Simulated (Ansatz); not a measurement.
# CCSD/6-311+G(d,p) run of SiH2OF2 (SMILES O[SiH](F)F)

Aim: the electronic atomisation energy of SiH2OF2 at CCSD/6-311+G**, from 5 runs. 

Program for the calculation: Ansatz 0.2.0.

50 further runs of the same task are left out: 50 set aside as unsound or not needed.

## (1) The molecule

SiH2OF2 has 6 atoms, charge 0, and is taken as a singlet. As SMILES, `O[SiH](F)F`. Geometry: relaxed at PBE0-D4/def2-TZVP. This is one conformer, not always the lowest.

Bond lengths: O1–Si2 1.614 Å, Si2–F3 1.584 Å, Si2–F4 1.584 Å, O1–H5 0.958 Å, Si2–H6 1.463 Å. Angles: O1–Si2–F3 111.2°, O1–Si2–F4 111.2°, F3–Si2–F4 105.5°, O1–Si2–H6 108.6°, F3–Si2–H6 110.2°, F4–Si2–H6 110.2°, Si2–O1–H5 120.9°.

## (2) The energy at CCSD/6-311+G(d,p)

input.yaml reads:

```yaml
crystal:
  periodic: [false, false, false]
  atoms:
    - {symbol: O, position_ang: [0.027700, 1.137900, -0.556400]}
    - {symbol: Si, position_ang: [0.121400, -0.236200, 0.285200]}
    - {symbol: F, position_ang: [0.731800, -1.405100, -0.592400]}
    - {symbol: F, position_ang: [-1.315500, -0.739700, 0.722100]}
    - {symbol: H, position_ang: [-0.477400, 1.183000, -1.369500]}
    - {symbol: H, position_ang: [0.954100, -0.003800, 1.464900]}
basis:
  gaussian:
    orbitals: 6-311+G_st__st_-spherical.json
accuracy: high
scf:
  omitted_lower_state_checks: [cluster_reference, increment]
correlation:
  method: ccsd
  frozen_orbitals: {F: 1, H: 0, O: 1, Si: 5}
```

The basis set 6-311+G** is read from a file made from the Basis Set Exchange's data (not shown).

Run with:

```console
ansatz run input.yaml --threads 1 --pin off --max-ram 3480MiB --events-out events.jsonl --progress --plain --runs-dir runs
```

Log, cut to the lines that bear on the results:

```text
Warning: RAYON_NUM_THREADS=1 ignored (pool sized by the plan → 1); use --threads N
Functional definition: HF
  name "HF"
[...]
1985 factors; integrals over basis functions are off by at most 7.6e-9 eV
[...]
mean field -15350.24542556 eV, -564.1111146194 hartree, gradient 6.6e-8 eV, S^2 0.000000; 0 other end points of the search recorded, 0 dependent functions left out
8 core orbitals not correlated: weight in the atoms' cores, before any rotation towards them, 1.000 or more for the frozen orbitals, at most 0.000 for the correlated occupied ones
reference -15350.24542556 eV, -564.1111146194 hartree; 13, 13 occupied and 87, 87 virtual orbitals, 1985 factors
second order -19.40223547 eV of doubles, -0.00000000 eV of singles
cycle   1  -19.11276433 eV  change    2.9e-1 eV  update   9.6e-2
[...]
cycle  19  -19.64336974 eV  change   5.1e-10 eV  update   1.7e-9
Total energy: -15369.88879531 eV, -564.8329951427 hartree
Checks for a lower state left out: cluster_reference, increment
```

Wall time 24 s (1 thread of Arm Neoverse V2, shared host); peak memory 0.83 GiB.

## (3) The F atom, same level

input.yaml reads:

```yaml
basis:
  gaussian: {orbitals: 6-311+G_st__st_.json}
crystal:
  periodic: [false, false, false]
  atoms:
    - symbol: F
      position_ang: [0.000000, 0.000000, 0.000000]
magnetization: {spin_polarized: true, initial_magnetization: 1}
correlation: {method: ccsd, frozen_orbitals: {F: 1}}
accuracy: high
scf: {omitted_lower_state_checks: [cluster_reference, increment]}
```

The basis set 6-311+G** is read from a file made from the Basis Set Exchange's data (not shown).

Run the same way, it converges to -99.56951 Eh (log not shown).

## (4) The H atom: the energy at UHF/6-311+G(d,p)

input.yaml reads:

```yaml
basis:
  gaussian: {orbitals: 6-311+G_st__st_.json}
crystal:
  periodic: [false, false, false]
  atoms:
    - {symbol: H, position_ang: [0.000000, 0.000000, 0.000000]}
magnetization: {spin_polarized: true, initial_magnetization: 1}
hamiltonian: {xc: hf}
accuracy: high
```

The basis set 6-311+G** is read from a file made from the Basis Set Exchange's data (not shown).

Run the same way, it converges to -0.49981 Eh (log not shown).

## (5) The O atom at the same level

input.yaml reads:

```yaml
crystal:
  periodic: [false, false, false]
  atoms:
    - {symbol: O, position_ang: [0.000000, 0.000000, 0.000000]}
basis:
  gaussian:
    orbitals: 6-311+G_st__st_.json
magnetization:
  spin_polarized: true
  initial_magnetization: 2
accuracy: high
scf:
  omitted_lower_state_checks: [cluster_reference, increment]
correlation:
  method: ccsd
  frozen_orbitals: {O: 1}
```

The basis set 6-311+G** is read from a file made from the Basis Set Exchange's data (not shown).

Run the same way, it converges to -74.93665 Eh (log not shown).

## (6) The Si atom at the same level

job.yaml reads:

```yaml
basis:
  gaussian:
    orbitals: 6-311+G_st__st_-spherical.json
crystal:
  periodic: [false, false, false]
  atoms:
    - {symbol: Si, position_ang: [0.000000, 0.000000, 0.000000]}
magnetization:
  spin_polarized: true
  initial_magnetization: 2
correlation:
  method: ccsd
  frozen_orbitals: {Si: 5}
scf:
  omitted_lower_state_checks: [cluster_reference, increment]
accuracy: high
```

The basis set 6-311+G** is read from a file made from the Basis Set Exchange's data (not shown).

Run with:

```console
ansatz run job.yaml --threads 1 --pin off --max-ram 3480MiB --events-out events.jsonl --progress --plain --runs-dir runs
```

Log, cut to the lines that bear on the results:

```text
Warning: RAYON_NUM_THREADS=1 ignored (pool sized by the plan → 1); use --threads N
[... 2 set-up lines as earlier in the session ...]
[...]
230 factors; integrals over basis functions are off by at most 3.5e-9 eV
[...]
mean field -7860.02292908 eV, -288.8505149290 hartree, gradient 5.2e-8 eV, S^2 2.006094; 6 other end points of the search recorded, 0 dependent functions left out
5 core orbitals not correlated: weight in the atoms' cores, before any rotation towards them, 1.000 or more for the frozen orbitals, at most 0.000 for the correlated occupied ones
reference -7860.02292908 eV, -288.8505149290 hartree; 3, 1 occupied and 22, 24 virtual orbitals, 230 factors
second order -1.14229834 eV of doubles, -0.00000000 eV of singles
cycle   1  -1.43823213 eV  change   -3.0e-1 eV  update   5.0e-2
[...]
cycle  17  -1.58146518 eV  change  -2.4e-10 eV  update  1.3e-10
Total energy: -7861.60439426 eV, -288.9086327022 hartree
Checks for a lower state left out: cluster_reference, increment
```

Run time: 0.32 s. Hardware: 1 thread of Arm Neoverse V2, shared host.

## (7) Results

Level: CCSD/6-311+G**, 8 core orbitals frozen.

| quantity | value |
| --- | --- |
| molecule: total energy | -564.83300 Eh |
| molecule: correlation energy (8 core orbitals frozen) | -721.9 mEh |
| molecule: T1 diagnostic | 0.013 |
| F atom: total energy | -99.56951 Eh |
| F atom: correlation energy (1 core orbital frozen) | -169.6 mEh |
| F atom: ⟨S²⟩ of the reference determinant | 0.753 |
| F atom: T1 diagnostic | 0.008 |
| H atom: total energy | -0.49981 Eh |
| H atom: ⟨S²⟩ | 0.750 |
| O atom: total energy | -74.93665 Eh |
| O atom: correlation energy (1 core orbital frozen) | -129.2 mEh |
| O atom: ⟨S²⟩ of the reference determinant | 2.008 |
| O atom: T1 diagnostic | 0.008 |
| Si atom: total energy | -288.90863 Eh |
| Si atom: correlation energy (5 core orbitals frozen) | -58.1 mEh |
| Si atom: ⟨S²⟩ of the reference determinant | 2.006 |
| Si atom: T1 diagnostic | 0.010 |
| electronic atomisation energy | 23.104 eV |

In words: Taking the molecule apart into free atoms costs 23.10 eV (533 kcal/mol), before zero-point energy and without spin-orbit coupling.
